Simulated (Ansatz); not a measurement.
**GaH2O2 (SMILES [OH][Ga][OH]): a chain of runs**

We compute a series of 14 runs (UHF/STO-3G, UHF/3-21G, UHF/6-31G*, UB3LYP/6-31G*, UPBE/def2-SVP) of GaH2O2. 

The calculation is run with Ansatz 0.2.0.

**1. The molecule**

GaH2O2: 5 atoms, total charge 0, spin state doublet. As SMILES, `[OH][Ga][OH]`. The shape is that of a PBE0-D4/def2-TZVP optimisation. This is one conformer, not always the lowest. The run starts from this shape.

Bond lengths: O1–Ga2 1.804 Å, Ga2–O3 1.795 Å, O1–H4 0.960 Å, O3–H5 0.963 Å. Angles: O1–Ga2–O3 114.9°, Ga2–O1–H4 114.9°, Ga2–O3–H5 111.1°.

**2. A geometry optimisation at UHF/STO-3G (start density atoms) (run 1)**

File in.yaml:

```yaml
crystal:
  periodic: [false, false, false]
  atoms:
    - {symbol: O, position_ang: [-0.370600, 0.021600, -1.274400]}
    - {symbol: Ga, position_ang: [-0.311700, -0.753800, 0.353600]}
    - {symbol: O, position_ang: [0.618200, 0.154900, 1.591100]}
    - {symbol: H, position_ang: [-0.867400, -0.464600, -1.936500]}
    - {symbol: H, position_ang: [0.981500, 0.968200, 1.224700]}
basis:
  gaussian:
    orbitals: STO-3G
hamiltonian:
  xc: hf
magnetization:
  spin_polarized: true
  initial_magnetization: 1
relax:
  f_tol: 0.002
output:
  orbitals: {seedname: orbitals}
```

Command:

```console
$ ansatz run in.yaml --threads 1 --pin off --max-ram 3480MiB --events-out events.jsonl --progress --plain --runs-dir runs
```

Log:

```text
Warning: RAYON_NUM_THREADS=1 ignored (pool sized by the plan → 1); use --threads N
The last accepted step is kept in runs//last_step.txt (removed where the run ends without a failure and the disk answers)
[... 94 lines left out ...]
Total energy: -55779.52405287 eV, -2049.8597002237 hartree
[... 5 lines left out ...]
Dipole moment:    -0.031417     0.150054    -0.378085 e Å
```

Run time: 11 s. Hardware: 1 thread of Arm Neoverse V2, shared host; peak memory 0.087 GiB.

The path in brief:

```csv
step,energy from the first frame kept (eV),largest force (eV/Å)
1,0.0000,3.9229
2,-0.6838,2.3094
3,-0.8110,2.1650
4,-0.9072,0.6051
5,-0.9197,0.3022
6,-0.9184,0.1800
7,-0.9263,0.0845
8,-0.9228,0.1601
9,-0.9269,0.0095
10,-0.9269,0.0103
11,-0.9269,0.0023
```

After the run. Bond lengths: O1–Ga2 1.722 Å, Ga2–O3 1.704 Å, O1–H4 0.975 Å, O3–H5 0.978 Å. Angles: O1–Ga2–O3 91.6°, Ga2–O1–H4 116.2°, Ga2–O3–H5 115.4°.

**3. The harmonic vibrations at UHF/STO-3G (start density atoms) (run 2)**

File molecule.yaml:

```yaml
crystal:
  periodic: [false, false, false]
  atoms:
    - {symbol: O, position_ang: [-0.253084, 0.051752, -0.960732]}
    - {symbol: Ga, position_ang: [-0.393786, -0.939761, 0.439806]}
    - {symbol: O, position_ang: [0.540501, 0.147295, 1.361665]}
    - {symbol: H, position_ang: [-0.699859, -0.272685, -1.764633]}
    - {symbol: H, position_ang: [0.856228, 0.939699, 0.882394]}
basis:
  gaussian:
    orbitals: STO-3G
magnetization:
  spin_polarized: true
  initial_magnetization: 1
hamiltonian:
  xc: hf
phonons:
  temperatures: {t_min: 298.15, t_max: 298.15, t_step: 1}
```

Command:

```console
$ ansatz run molecule.yaml --threads 1 --pin off --max-ram 3480MiB --events-out events.jsonl --progress --plain --runs-dir runs
```

Log:

```text
Warning: RAYON_NUM_THREADS=1 ignored (pool sized by the plan → 1); use --threads N
[... 173 lines left out ...]
Total energy: -55779.52408152 eV, -2049.8597012766 hartree
[... 5 lines left out ...]
Dipole moment:    -0.031417     0.150054    -0.378085 e Å
Vibrations: 331.84 537.43 627.33 646.09 679.74 1065.16 1115.28 4310.79 4360.51 cm⁻¹, zero-point energy 0.847690 eV
```

Run time: 11 s. Hardware: 1 thread of Arm Neoverse V2, shared host; peak memory 0.087 GiB.

Runs 3 to 10 aren't shown in full; the table further down has their settings and results.

**4. A structure relaxation at UB3LYP/6-31G(d) (Cartesian functions, start density atoms) (run 11)**

File job.yaml:

```yaml
basis:
  gaussian:
    orbitals: "6-31G*"
crystal:
  periodic: [false, false, false]
  atoms:
    - {symbol: O, position_ang: [-0.370600, 0.021600, -1.274400]}
    - {symbol: Ga, position_ang: [-0.311700, -0.753800, 0.353600]}
    - {symbol: O, position_ang: [0.618200, 0.154900, 1.591100]}
    - {symbol: H, position_ang: [-0.867400, -0.464600, -1.936500]}
    - {symbol: H, position_ang: [0.981500, 0.968200, 1.224700]}
total_charge: 0
magnetization:
  spin_polarized: true
  initial_magnetization: 1
hamiltonian:
  xc: {name: B3LYP}
relax:
  f_tol: 0.002
output: {orbitals: {seedname: orbitals}}
```

Command:

```console
$ ansatz run job.yaml --threads 1 --pin off --max-ram 3480MiB --events-out events.jsonl --progress --plain --runs-dir runs
```

Log:

```text
Warning: RAYON_NUM_THREADS=1 ignored (pool sized by the plan → 1); use --threads N
The last accepted step is kept in runs//last_step.txt (removed where the run ends without a failure and the disk answers)
[... 59 lines left out ...]
Total energy: -56498.62261829 eV, -2076.2860850803 hartree
[... 5 lines left out ...]
Dipole moment:    -0.194227    -0.170499    -0.294793 e Å
```

Run time: 23 s. Hardware: 1 thread of Arm Neoverse V2, shared host; peak memory 0.17 GiB.

Steps, from the record of the run:

```csv
step,energy from the first frame kept (eV),largest force (eV/Å)
1,0.0000,0.6128
2,-0.0121,0.3033
3,-0.0176,0.0582
4,-0.0182,0.0382
5,-0.0183,0.0084
6,-0.0183,0.0039
7,-0.0183,0.0004
```

After the run. Bond lengths: O1–Ga2 1.828 Å, Ga2–O3 1.817 Å, O1–H4 0.971 Å, O3–H5 0.974 Å. Angles: O1–Ga2–O3 115.2°, Ga2–O1–H4 111.8°, Ga2–O3–H5 108.3°.

Runs 12 to 13 aren't shown in full; the table further down has their settings and results.

**5. The harmonic vibrations at UPBE/def2-SVP (start density atoms) (run 14)**

File job.yaml:

```yaml
basis:
  gaussian: {orbitals: def2-SVP}
crystal:
  periodic: [false, false, false]
  atoms:
    - symbol: O
      position_ang: [-0.365469, 0.041528, -1.295706]
    - symbol: Ga
      position_ang: [-0.312771, -0.755161, 0.351868]
    - symbol: O
      position_ang: [0.625594, 0.151142, 1.622517]
    - symbol: H
      position_ang: [-0.879018, -0.481610, -1.940770]
    - symbol: H
      position_ang: [0.981664, 0.970400, 1.220591]
magnetization: {spin_polarized: true, initial_magnetization: 1}
hamiltonian: {xc: {name: PBE}}
phonons: {temperatures: {t_min: 298.15, t_max: 298.15, t_step: 1}}
```

Command:

```console
$ ansatz run job.yaml --threads 1 --pin off --max-ram 3480MiB --events-out events.jsonl --progress --plain --runs-dir runs
```

Log:

```text
Warning: RAYON_NUM_THREADS=1 ignored (pool sized by the plan → 1); use --threads N
[... 21 lines left out ...]
757 factors; their error is unknown
[... 30 lines left out ...]
757 factors; their error is unknown
[... 30 lines left out ...]
757 factors; their error is unknown
[... 31 lines left out ...]
757 factors; their error is unknown
[... 25 lines left out ...]
757 factors; their error is unknown
[... 4 lines left out ...]
757 factors; their error is unknown
[... 4 lines left out ...]
757 factors; their error is unknown
[... 4 lines left out ...]
757 factors; their error is unknown
[... 4 lines left out ...]
757 factors; their error is unknown
[... 4 lines left out ...]
757 factors; their error is unknown
[... 10 lines left out ...]
Dipole moment:    -0.158489    -0.112370    -0.290368 e Å
Vibrations: 162.08 243.50 291.74 596.89 640.45 748.19 804.27 3669.98 3720.05 cm⁻¹, zero-point energy 0.674297 eV
```

Wall time 39 s (1 thread of Arm Neoverse V2, shared host); peak memory 0.12 GiB.

**6. The series**

```csv
run,level,task,walk f tol,partner,energy (Eh),dipole moment (D),⟨S²⟩,wall time
1,UHF/STO-3G (start density atoms),optimise,0.002,base,-2049.859700,1.96,0.751,11 s
2,UHF/STO-3G (start density atoms),frequencies,–,base,-2049.859701,1.96,0.751,11 s
3,UHF/STO-3G (start density atoms),energy,–,cation,-2049.605684,–,1.071,1.9 s
4,UHF/STO-3G (start density atoms),optimise,–,cation,-2049.649727,–,1.012,26 s
5,UHF/3-21G (start density atoms),optimise,0.002,base,-2063.972764,1.74,0.754,5.1 s
6,UHF/3-21G (start density atoms),frequencies,–,base,-2063.972765,1.74,0.754,11 s
7,UHF/3-21G (start density atoms),energy,–,cation,-2063.675982,–,–,0.98 s
8,UHF/3-21G (start density atoms),optimise,–,cation,-2063.720009,–,–,7.2 s
9,"UHF/6-31G* (Cartesian functions, start density atoms)",optimise,0.002,base,-2073.874115,2.14,0.756,7.8 s
10,"UHF/6-31G* (Cartesian functions, start density atoms)",frequencies,–,base,-2073.874115,2.14,0.756,29 s
11,"UB3LYP/6-31G* (Cartesian functions, start density atoms)",optimise,0.002,base,-2076.286085,1.88,0.753,23 s
12,"UB3LYP/6-31G* (Cartesian functions, start density atoms)",frequencies,–,base,-2076.286085,1.88,0.753,43 s
13,UPBE/def2-SVP (start density atoms),optimise,0.002,base,-2075.710448,1.68,0.752,16 s
14,UPBE/def2-SVP (start density atoms),frequencies,–,base,-2075.710448,1.68,0.752,39 s
```

**7. Summary of results**

| quantity | value |
| --- | --- |
| run 14, UPBE/def2-SVP: total energy | -2075.71045 Eh |
| run 14, UPBE/def2-SVP: dipole moment | 1.68 D |
| run 14, UPBE/def2-SVP: ⟨S²⟩ | 0.752 |
| run 14, UPBE/def2-SVP: largest force on an atom | 0.001 eV/Å |
| run 14, UPBE/def2-SVP: lowest harmonic wavenumber | 162 cm⁻¹ |
| run 14, UPBE/def2-SVP: highest harmonic wavenumber | 3720 cm⁻¹ |
| run 14, UPBE/def2-SVP: zero-point energy | 65.1 kJ/mol |
| vertical ionisation energy (to the singlet cation), UHF/STO-3G | 6.912 eV |
| vertical ionisation energy (to the singlet cation), UHF/3-21G | 8.076 eV |
| adiabatic ionisation energy (to the singlet cation, no zero-point term), UHF/STO-3G | 5.714 eV |
| adiabatic ionisation energy (to the singlet cation, no zero-point term), UHF/3-21G | 6.878 eV |

**Reading.** At UHF/STO-3G: the vertical ionisation energy comes to 6.91 eV (159 kcal/mol). Only the singlet of the ionised species was computed; a triplet could lie lower. Its partner is spin-contaminated (⟨S²⟩ = 1.07 against 0.00), so the difference is in doubt. In a minimal basis such a difference can be off by several eV, whatever the method. At UHF/3-21G: the vertical ionisation energy comes to 8.08 eV (186 kcal/mol). At UHF/STO-3G: the adiabatic ionisation energy (to the singlet cation, no zero-point term) is 5.71 eV (551 kJ/mol). Totals of different functionals can't be ranked against each other. In runs 1, 2, 3, 4 the basis is minimal, so the values are rough. Spin contamination of the reference: run 3 ⟨S²⟩ = 1.07, run 4 ⟨S²⟩ = 1.01. Where it is this large, the reference is a mixture of spin states, and values that rest on it are in doubt. All runs together took 3.9 min, the longest 43 s.
